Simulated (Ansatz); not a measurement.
# CH₄Ge (triplet): the correlation ladder, cc-pVDZ

An exercise on one series of results from a longer session: the logs are not shown, and one member is left open.

Program: Ansatz 0.2.0, Gaussian basis. Level of theory: cc-pVDZ, core rule «outside noble gas», up to 15 orbitals frozen. These are calculated values, not measurements.

To be run: UHF; CCSD(T) on ROHF; CCSD(T) on UHF; BCCD(T) on ROHF; CISD; CCSDT(Q) on ROHF; CCSDT(Q) on UHF; CASSCF and NEVPT2, 10 electrons in 10 orbitals.

17 further runs of the same task are left out: 3 that didn't finish, 14 set aside as unsound or not needed.

**The system**

The geometry is a PBE0/def2-TZVP stationary point (not a proven minimum). No spin-orbit coupling is included. The filled d shell of Ge may be among the frozen orbitals whatever the setting's name suggests; the logs give the count.

6 atoms, charge 0, spin multiplicity 3.

Atoms are counted from 1 here; the program's logs count them from 0.

Bond lengths: Ge1–C2 1.925 Å, Ge1–H3 1.548 Å, Ge1–H4 1.548 Å, C2–H5 1.084 Å, C2–H6 1.087 Å. Angles: C2–Ge1–H3 111.4°, C2–Ge1–H4 111.4°, H3–Ge1–H4 108.7°, Ge1–C2–H5 122.3°, Ge1–C2–H6 121.7°, H5–C2–H6 115.9°.

The first run:

Contents of in.yaml:

```yaml
crystal:
  periodic: [false, false, false]
  atoms:
    - {symbol: Ge, position_ang: [0.030694, 0.000000, 0.303527]}
    - {symbol: C, position_ang: [-0.061588, 0.000000, -1.618867]}
    - {symbol: H, position_ang: [-0.645657, 1.257889, 0.901692]}
    - {symbol: H, position_ang: [-0.645656, -1.257890, 0.901692]}
    - {symbol: H, position_ang: [0.825261, 0.000000, -2.241892]}
    - {symbol: H, position_ang: [-1.012086, 0.000000, -2.145491]}
basis:
  gaussian: {orbitals: cc-pVDZ}
magnetization: {spin_polarized: true, initial_magnetization: 2}
hamiltonian: {xc: hf}
output: {orbitals: {seedname: orbitals}}
```

Launch:

```sh
$ ansatz run in.yaml --threads 1 --pin off --events-out ev --progress --plain --max-ram 2393MiB
```

Among the steps run: UHF; CCSD(T) on ROHF; CCSD(T) on UHF; BCCD(T) on ROHF; CISD; CCSDT(Q) on ROHF; CCSDT(Q) on UHF; CASSCF and NEVPT2, 10 electrons in 10 orbitals.

One table of the session follows, with a row left open; its other results are not shown here.

| method | from UCCSDT(Q) (meV) |
| --- | --- |
| ROHF | +6764.5 |
| UHF | +6627.6 |
| RMP2 | +1224.3 |
| UMP2 | +1228.8 |
| CISD | ? |
| RCCSD | +192.2 |
| UCCSD | +186.3 |
| RCCSD(T) | +38.4 |
| UCCSD(T) | +34.7 |
| BCCD(T) | +37.9 |
| RCCSDT | +11.7 |
| UCCSDT | +7.5 |
| RCCSDT(Q) | +4.4 |
| UCCSDT(Q) | 0 |

Q: Estimate the row for CISD from the others.

The run gave: from UCCSDT(Q) (meV): +686.1. In the column «from UCCSDT(Q) (meV)» it lies between RCCSD (+192.2) and RMP2 (+1224.3).

Left out of the table: CASSCF frontier, NEVPT2 frontier (the active space lost an orbital or holds another state than full CI finds).

To keep in mind: Restricted and unrestricted rows rest on different reference determinants; where their highest levels disagree by more than a few hundredths of an eV, they describe different states and don't form one ladder. Warnings in the runs' records: passed over end.
